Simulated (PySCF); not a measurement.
Molecule: NGeFH2, in a box.

```
N Ge F H
1.0
    12.00000    0.00000    0.00000
     0.00000   12.00000    0.00000
     0.00000    0.00000   12.00000
N Ge F H
1 1 1 2
Cartesian
  5.3762 6.4943 5.8000
  6.2880 5.8415 7.2220
  7.4522 4.9427 6.2402
  4.5738 7.0993 5.8742
  5.6294 6.2819 4.8460
```

Base run:

- Program: PySCF 2.14.0
- Functional: wB97X
- Potentials or basis: 6-31g* (all-electron)
- k mesh: 1 × 1 × 1
- Occupations: fixed
- Spin: no spin polarisation

Its results: gap between the frontier levels 10.71 eV.

Problem. After a change of settings the same cell gave: gap between the frontier levels 4.31 eV. Which change was it?
A. functional from wB97X to M06-2X
B. functional from wB97X to r2SCANh; dispersion from none to D4
C. functional from wB97X to HSE06; dispersion from none to D4
D. functional from wB97X to PBE

Solution. D.

wB97X gives the wider gap, since exact exchange removes part of the self-interaction.

Caveats: this is a molecule in a periodic box at the Γ point, so its band gap is the HOMO-LUMO gap; relativity is left out, which matters for the heavier elements; the basis of atomic orbitals isn't converged, which shifts pressures, moduli and gaps.
